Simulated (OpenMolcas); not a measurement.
# C2H4ClSi (SMILES C=C[SiH]Cl) at 6 levels

We compute a comparison of 6 runs (UHF/3-21G, UB3LYP/def2-SVP, UM06-2X/def2-SVP, UM06-L/def2-SVP, ROMP2/def2-SVP, ROCCSD(T)/def2-SVP) of C2H4ClSi. 

The calculation is run with OpenMolcas 26.06.

## 1. The molecule

C2H4ClSi: 8 atoms, total charge 0, spin state doublet. As SMILES, `C=C[SiH]Cl`. The coordinates come from a PBE0-D4/def2-TZVP relaxation.

Bond lengths: C1–C2 1.335 Å, C2–Si3 1.841 Å, Si3–Cl4 2.059 Å, C1–H5 1.087 Å, C1–H6 1.086 Å, C2–H7 1.088 Å, Si3–H8 1.489 Å. Angles: C1–C2–Si3 122.0°, C2–Si3–Cl4 111.3°, C1–C2–H7 119.1°, Si3–C2–H7 118.7°, C2–C1–H5 121.9°, C2–C1–H6 122.0°, C2–Si3–H8 111.0°, Cl4–Si3–H8 109.0°, H5–C1–H6 116.1°.

## 2. Energy and forces at UHF/3-21G (run 1)

Contents of test.input:

```
* C2H4ClSi Hartree-Fock
>>> EXPORT MOLCAS_PRINT=2

&GATEWAY
 BASLIB=$CurrDir
 COORD
 8
 angstrom
 C        0.647000       1.027000      -0.659700
 C        0.628500      -0.066700       0.105400
 Si      -0.903600      -0.642600       0.947100
 Cl      -1.031600      -2.697900       0.941300
 H       -0.256900       1.588200      -0.880600
 H        1.563900       1.404900      -1.102500
 H        1.561300      -0.591000       0.301600
 H       -2.116300      -0.079100       0.291500
 BASIS=3-21G
 GROUP=NoSym

&SEWARD

&SCF
 UHF
 SPIN=2
 THRESHOLDS=1e-10 1e-07 1e-07 1e-05
 PRORBITALS=0

&ALASKA
```

The basis set 3-21G is read from a file made from the Basis Set Exchange's data (not shown).

Launch:

```
export MOLCAS_MEM=1860
pymolcas test.input > test.log
```

The log of the run:

```text
--- Start Module: gateway ---
[...]
--- Stop Module: gateway /rc=_RC_ALL_IS_WELL_ ---
[...]
      Basis functions           52
[...]
--- Start Module: scf ---
[...]
       Convergence after  19 Iterations
[...]
::    Total SCF energy                               -822.3177203769
[...]
      Total spin, S                                     0.5726850251
[...]
      Total electronic charge=   47.000000
      Total            charge=   -0.000000
[...]
      Dipole Moment (debye):
      Origin of the operator (angstrom)=   -0.4978   -1.0822    0.5645
                   X=  9.6304E-01               Y=  3.3376E+00               Z= -3.6549E-01           Total=  3.4929E+00
      Quadrupole Moment (debye*angstrom):
[...]
 *              Molecular gradients               *
 **************************************************
  Irreducible representation: a
 ------------------------------------------------------------------------------------------
                              X                       Y                       Z
 ------------------------------------------------------------------------------------------
  C1               -1.98423896272759E-03   -1.44377708906900E-02    1.02854736764932E-02
  C2               -1.57895461494331E-02    5.50446268581251E-03   -1.49608924005018E-03
  SI3               8.71687881509819E-03   -4.12405290583830E-02   -4.18410614389320E-03
  CL4               3.54834034251228E-03    4.69484921173162E-02   -8.55256714596297E-04
  H5               -7.48976780170896E-03    3.50456801859789E-03   -1.08080083101836E-03
  H6                7.61706260571104E-03    2.62569713247962E-03   -3.26005058558287E-03
  H7                7.08655642243050E-03   -3.72834518244725E-03    1.84144599166169E-03
  H8               -1.70528527186864E-03    8.23425177378656E-04   -1.25061615300903E-03
[...]
```

Run time: 1.9 s. Hardware: 1 thread of AMD EPYC 9B45 (Zen 5), shared host; peak memory 0.38 GiB.

## 3. Energy and gradient at UB3LYP/def2-SVP (run 2)

Contents of calc.inp:

```
&GATEWAY
  BasLib=$CurrDir
  BasisSet
  C.def2-SVP....
  C1 0.647000 1.027000 -0.659700 angstrom
  C2 0.628500 -0.066700 0.105400 angstrom
  End of Basis
  BasisSet
  Si.def2-SVP....
  Si3 -0.903600 -0.642600 0.947100 angstrom
  End of Basis
  BasisSet
  Cl.def2-SVP....
  Cl4 -1.031600 -2.697900 0.941300 angstrom
  End of Basis
  BasisSet
  H.def2-SVP....
  H5 -0.256900 1.588200 -0.880600 angstrom
  H6 1.563900 1.404900 -1.102500 angstrom
  H7 1.561300 -0.591000 0.301600 angstrom
  H8 -2.116300 -0.079100 0.291500 angstrom
  End of Basis

&SEWARD
  GridInput
  Grid=UltraFine
  End of Grid

&SCF
  UHF
  Spin=2
  KSDFT=B3LYP
  Thresholds=1e-10 1e-07 1e-07 1e-05
  PrOrbitals=1 1

&ALASKA
```

The basis set def2-SVP is read from a file made from the Basis Set Exchange's data (not shown).

Launch:

```
export MOLCAS_MEM=1860
pymolcas calc.inp > calc.log
```

The log of the run:

```text
--- Start Module: gateway ---
[...]
--- Stop Module: gateway /rc=_RC_ALL_IS_WELL_ ---
[...]
      Basis functions           84
[...]
--- Start Module: scf ---
[...]
       Convergence after  18 Iterations
[...]
::    Total KS-DFT energy                            -828.0273892614
[...]
      Total spin, S                                     0.5025964304
[...]
      Total electronic charge=   47.000000
      Total            charge=   -0.000000
[...]
      Dipole Moment (debye):
      Origin of the operator (angstrom)=   -0.4978   -1.0822    0.5645
                   X=  7.2019E-01               Y=  1.5431E+00               Z= -4.7235E-01           Total=  1.7672E+00
      Quadrupole Moment (debye*angstrom):
[...]
 *              Molecular gradients               *
 **************************************************
  Irreducible representation: a
 ------------------------------------------------------------------------------------------
                              X                       Y                       Z
 ------------------------------------------------------------------------------------------
  C1               -1.01853607529678E-03   -4.78811646774169E-03    3.44804483252403E-03
  C2                1.51190340296381E-03    4.26370344710758E-03   -3.15803708239248E-03
  SI3               2.96106168592392E-03   -6.01295696873194E-03   -4.11279278222310E-03
  CL4               7.69787129934585E-04    1.12004306847844E-02   -5.55253435483571E-04
  H5                5.31790428444134E-03   -3.91995620703689E-03    1.60995553868837E-03
  H6               -5.66709092890827E-03   -2.61253547180029E-03    3.02439999918436E-03
  H7               -5.60997178206257E-03    3.29295785655948E-03   -1.26569227561890E-03
  H8                1.73494228300797E-03   -1.42352687323211E-03    1.00937520532329E-03
[...]
```

Wall time 27 s (1 thread of AMD EPYC 9B45 (Zen 5), shared host); peak memory 0.47 GiB.

Runs 3 to 5 aren't shown in full; the table further down has their settings and results.

## 4. A single-point energy at ROCCSD(T)/def2-SVP (run 6)

Contents of struct.xyz:

```xyz
8

C      0.647000     1.027000    -0.659700
C      0.628500    -0.066700     0.105400
Si    -0.903600    -0.642600     0.947100
Cl    -1.031600    -2.697900     0.941300
H     -0.256900     1.588200    -0.880600
H      1.563900     1.404900    -1.102500
H      1.561300    -0.591000     0.301600
H     -2.116300    -0.079100     0.291500
```

Contents of job.inp:

```
>>> EXPORT MOLCAS_PRINT=2
&GATEWAY
BasLib
$CurrDir
Coord
struct.xyz
Basis
def2-SVP
Group
NoSym
&SEWARD
&SCF
UHF
Spin
2
Thresholds
1e-10 1e-07 1e-07 1e-05
PrOrbitals
1 2
&RASSCF
FileOrb
$Project.UnaOrb
Spin
2
Nactel
1 0 0
Inactive
23
Ras2
1
OutOrbitals
Canonical
OrbListing
Few
&MOTRA
JobIph
Frozen
12
&CCSDT
CCT
Triples
3
Iterations
80
Accuracy
1e-08
Extrapolation
5 4
```

The basis set def2-SVP is read from a file made from the Basis Set Exchange's data (not shown).

Launch:

```
export MOLCAS_MEM=1860
pymolcas job.inp > job.log
```

The log of the run:

```text
--- Start Module: gateway ---
[...]
--- Stop Module: gateway /rc=_RC_ALL_IS_WELL_ ---
[...]
      Basis functions           84
[...]
       Convergence after  19 Iterations
[...]
::    Total SCF energy                               -826.1965357215
[...]
      Total spin, S                                     0.5612652377
[...]
      Number of active orbitals                  1
[...]
      Spin quantum number                      0.5
[...]
      Active orbitals                            1
[...]
      Number of CSFs                             1
[...]
      Number of root(s) required                 1
[...]
      Convergence after 12 iterations
[...]
      printout of CI-coefficients larger than  0.05 for root  1
      energy=    -826.192926
      conf/sym  1     Coeff  Weight
             1  u   1.00000 1.00000
      Natural orbitals and occupation numbers for root  1
      sym 1:   1.000000
      ************************************************************************************************************************
      *                                                    Final results                                                     *
[...]
::    RASSCF root number  1 Total energy:   -826.19292605
[...]
      Total electronic charge=   47.000000
      Total            charge=   -0.000000
[...]
      Dipole Moment (debye):
      Origin of the operator (angstrom)=   -0.4978   -1.0822    0.5645
                   X=  8.1073E-01               Y=  2.0858E+00               Z= -4.8075E-01           Total=  2.2888E+00
      Quadrupole Moment (debye*angstrom):
[...]
--- Start Module: motra ---
[...]
--- Start Module: ccsdt ---
[...]
      Convergence after                    20  Iterations
      Total energy (diff) :    -826.71603090      -0.00000000
[...]
 METHOD                       : CCSD+T(CCSD)+<T3(1)WT1>+<T3(1)UT2> = CCSD(T)
[...]
       CCSD     =      -826.7160309048594
[...]
```

Run time: 24 s. Hardware: 1 thread of AMD EPYC 9B45 (Zen 5), shared host; peak memory 0.47 GiB.

## 5. Overview of the runs

```csv
run,level,integration grid,task,energy (Eh),dipole moment (D),HOMO energy (eV),LUMO energy (eV),wall time
1,UHF/3-21G,–,gradient,-822.317720,3.49,-8.99,0.94,1.9 s
2,UB3LYP/def2-SVP,UltraFine,gradient,-828.027389,1.77,-5.60,-2.81,27 s
3,UM06-2X/def2-SVP,UltraFine,energy,-827.921728,1.95,-6.82,-1.78,29 s
4,UM06-L/def2-SVP,UltraFine,energy,-827.982660,1.86,-5.04,-3.42,31 s
5,ROMP2/def2-SVP,–,energy,-826.671315,–,–,–,7.8 s
6,ROCCSD(T)/def2-SVP,–,energy,-826.732632,–,–,–,24 s
```

## 6. Outcome

```
             quantity          value
  run 6: total energy  -826.73263 Eh
run 6: (T) correction     -16.60 mEh
```

In words: Over runs 1, 2, 3, 4 the dipole moment (its size) runs from 1.77 D (UB3LYP/def2-SVP) to 3.49 D (UHF/3-21G). The two ends differ in method and basis. Totals of different functionals can't be ranked against each other. Spin contamination of the reference: run 1 ⟨S²⟩ = 0.90. All runs together took 2 min, the longest 31 s.
